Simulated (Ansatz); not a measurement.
# Si2H4F2: up Jacob's ladder to CCSD(T)

One table from this session's results is given with a row withheld; the runs are named, their logs left out.

Method: functionals in def2-TZVPP, the program's frozen cores in correlated methods; program: Ansatz 0.2.0, Gaussian basis.

Plan: PBE-D4, r2SCAN-D4, PBE0-D4, B3LYP-D4, ωB97X-V, ωB97M-V, B2PLYP; CCSD(T)/def2-TZVPP; CCSD(T)/def2-QZVPP; extrapolation to the limit.

**Structure used throughout**

All runs share one geometry, relaxed beforehand with PBE0-D4 in a triple-zeta def2 set.

SMILES `F[SiH2][SiH2]F`, 8 atoms, charge 0, spin multiplicity 1.

Atoms are counted from 1 here; the program's logs count them from 0.

Bond lengths: F1–Si2 1.607 Å, Si2–Si3 2.355 Å, Si2–H5 1.485 Å, Si2–H6 1.485 Å, Si3–F4 1.607 Å, Si3–H7 1.485 Å, Si3–H8 1.485 Å. Angles: F1–Si2–Si3 107.7°, F1–Si2–H5 108.1°, F1–Si2–H6 108.1°, Si3–Si2–H5 111.8°, Si3–Si2–H6 111.7°, H5–Si2–H6 109.2°, Si2–Si3–F4 107.7°, Si2–Si3–H7 111.7°, Si2–Si3–H8 111.7°, F4–Si3–H7 108.1°, F4–Si3–H8 108.1°, H7–Si3–H8 109.2°.

Coordinates:

```
atom    x (Å)    y (Å)    z (Å)
  F1  -0.5885   1.7504  -1.3083
 Si2   0.1122   0.3152  -1.1288
 Si3  -0.1124  -0.3154   1.1287
  F4   0.5897  -1.7498   1.3086
  H5  -0.5626  -0.6456  -2.0387
  H6   1.5382   0.4444  -1.5241
  H7   0.5615   0.6465   2.0381
  H8  -1.5382  -0.4459   1.5245
```

The first run:

The input, in.yaml:

```yaml
crystal:
  periodic: [false, false, false]
  atoms:
    - {symbol: F, position_ang: [-0.588512, 1.750408, -1.308259]}
    - {symbol: Si, position_ang: [0.112233, 0.315239, -1.128830]}
    - {symbol: Si, position_ang: [-0.112441, -0.315351, 1.128742]}
    - {symbol: F, position_ang: [0.589746, -1.749764, 1.308566]}
    - {symbol: H, position_ang: [-0.562573, -0.645577, -2.038712]}
    - {symbol: H, position_ang: [1.538220, 0.444440, -1.524087]}
    - {symbol: H, position_ang: [0.561524, 0.646484, 2.038143]}
    - {symbol: H, position_ang: [-1.538197, -0.445859, 1.524457]}
basis:
  gaussian: {orbitals: def2-TZVPP}
hamiltonian: {xc: pbe, dispersion: d4}
output: {forces: true, orbitals: {seedname: orbitals}}
```

On the command line:

```bash
$ ansatz run in.yaml --threads 2 --pin off --events-out ev --progress --plain --max-ram 32768MiB --backend cpu
```

Steps of the session up to this table: PBE-D4 (GGA); r2SCAN-D4 (meta-GGA); PBE0-D4 (hybrid); B3LYP-D4 (hybrid); ωB97X-V (range-separated); ωB97M-V (range-separated); B2PLYP (double hybrid); CCSD(T) in def2-TZVPP; CCSD(T) in def2-QZVPP.

One table of the session follows, with a row left open; its other results are not shown here.

| method | atomisation energy (kJ/mol) |
| --- | --- |
| PBE-D4 | 2675.1 |
| r2SCAN-D4 | 2687.0 |
| PBE0-D4 | ? |
| B3LYP-D4 | 2678.0 |
| ωB97X-V | 2711.2 |
| ωB97M-V | 2688.6 |
| B2PLYP | 2658.8 |
| HF/def2-TZVPP | 2051.4 |
| MP2/def2-TZVPP | 2666.0 |
| CCSD/def2-TZVPP | 2599.5 |
| CCSD(T)/def2-TZVPP | 2626.9 |
| MP2/CBS | 2746.8 |
| CCSD(T)/CBS | 2710.7 |

Estimate the missing values for PBE0-D4.

As computed: atomisation energy (kJ/mol): 2640.6. In the column «atomisation energy (kJ/mol)» it lies between CCSD(T)/def2-TZVPP (2626.9) and B2PLYP (2658.8).

Limits of these values: Free atoms (2 F, 2 Si, 4 H) were run apart at each level; the atomisation energy is their sum less the molecule, without zero-point or spin-orbit terms.
